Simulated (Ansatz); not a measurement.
# MgCdF4: the band gap up the ladder of functionals

The task here is to estimate one member of a computed series from the others.

The runs shown are made with Ansatz 0.2.0. PAW datasets, plane waves. Simulation only: spin-unpolarised, and no claim that this is the phase found in nature.

### The cell

The cell was relaxed beforehand with r2SCAN.

The symmetry is P4/mmm (No. 123, tetragonal); a = 3.634 Å, c = 5.248 Å in the conventional setting, 11.55 Å³ an atom. Near Mg stand 8 F at 2.19 Å; near F stand 2 Mg at 2.19 Å and 2 Cd at 2.30 Å and 1 F at 2.43 Å; near Cd stand 8 F at 2.30 Å.

As a file:

```cif
data_structure
_symmetry_space_group_name_H-M 'P4/mmm'
_symmetry_Int_Tables_number 123
_cell_length_a 3.6340
_cell_length_b 3.6340
_cell_length_c 5.2477
_cell_angle_alpha 90.000
_cell_angle_beta 90.000
_cell_angle_gamma 90.000
_cell_volume 69.30
loop_
_atom_site_label
_atom_site_type_symbol
_atom_site_symmetry_multiplicity
_atom_site_Wyckoff_symbol
_atom_site_fract_x
_atom_site_fract_y
_atom_site_fract_z
_atom_site_occupancy
Mg1 Mg 1 a 0.00000 0.00000 0.00000 1
F1 F 4 i 0.00000 0.50000 0.76843 1
Cd1 Cd 1 d 0.50000 0.50000 0.50000 1
```

Set-up of the first run:

Input file input.yaml:

```yaml
crystal:
  lattice:
    - [3.6340401569, 0.0, 0.0]
    - [0.0, 3.6340401569, 0.0]
    - [0.0, 0.0, 5.2477334804]
  atoms:
    - { symbol: Mg, position: [0.0, 0.0, 0.0] }
    - { symbol: F, position: [0.0, 0.5, 0.7684323953] }
    - { symbol: F, position: [0.0, 0.5, 0.2315676047] }
    - { symbol: Cd, position: [0.5, 0.5, 0.5] }
    - { symbol: F, position: [0.5, 0.0, 0.2315676047] }
    - { symbol: F, position: [0.5, 0.0, 0.7684323953] }
kpoints:
  mp_grid: { grid: [8, 8, 6] }
  band_path:
    path:
      - [[0.0, 0.0, 0.0], [-3.109761340983e-51, 0.5, 0.0], [0.5, 0.5, 0.0], [0.0, 0.0, 0.0], [0.0, 0.0, 0.5], [-3.109761340983e-51, 0.5, 0.5], [0.5, 0.5, 0.5], [0.0, 0.0, 0.5]]
      - [[-3.109761340983e-51, 0.5, 0.0], [-3.109761340983e-51, 0.5, 0.5]]
      - [[0.5, 0.5, 0.0], [0.5, 0.5, 0.5]]
    npoints: 10
hamiltonian:
  xc: pbe
scf:
  occupations: { method: fermi_dirac, width: 0.02 }
  n_extra_bands: 5
output:
  forces: true
  stress: true
  eigenvalues: true
```

Started as:

```
$ ansatz run input.yaml --threads 4 --pin off --max-ram 6451MiB --backend cpu --events-out ev --progress --plain --runs-dir out
```

Among the steps run: Band structure with PBE; r2SCAN; HSE06; PBE+SOC at the same geometry; PBE0.

One table of the session follows, with a row left open; its other results are not shown here.

```
  level  gap (eV)
    PBE      4.01
 r2SCAN         ?
  HSE06      6.14
PBE+SOC      4.01
   PBE0      6.90
```

Q: Estimate the row for r2SCAN from the others.

As computed: gap (eV): 4.73. In the column «gap (eV)» it lies between PBE+SOC (4.01) and HSE06 (6.14).

Meshes: PBE 8×8×6, r2SCAN 8×8×6, HSE06 4×4×4, PBE+SOC 8×8×6, PBE0 4×4×4

PBE+SOC gives the least gap, 4.01 eV, and PBE0 the largest, 6.90 eV. Against HSE06, PBE is short by 2.13 eV, at 65 % of it, and r2SCAN 77 %. PBE0 lies 0.76 eV above HSE06, which differs from it by screening the long-range exchange.

To keep in mind: Warnings in the runs' records: stress scf threshold loose, stress exchange threshold loose.
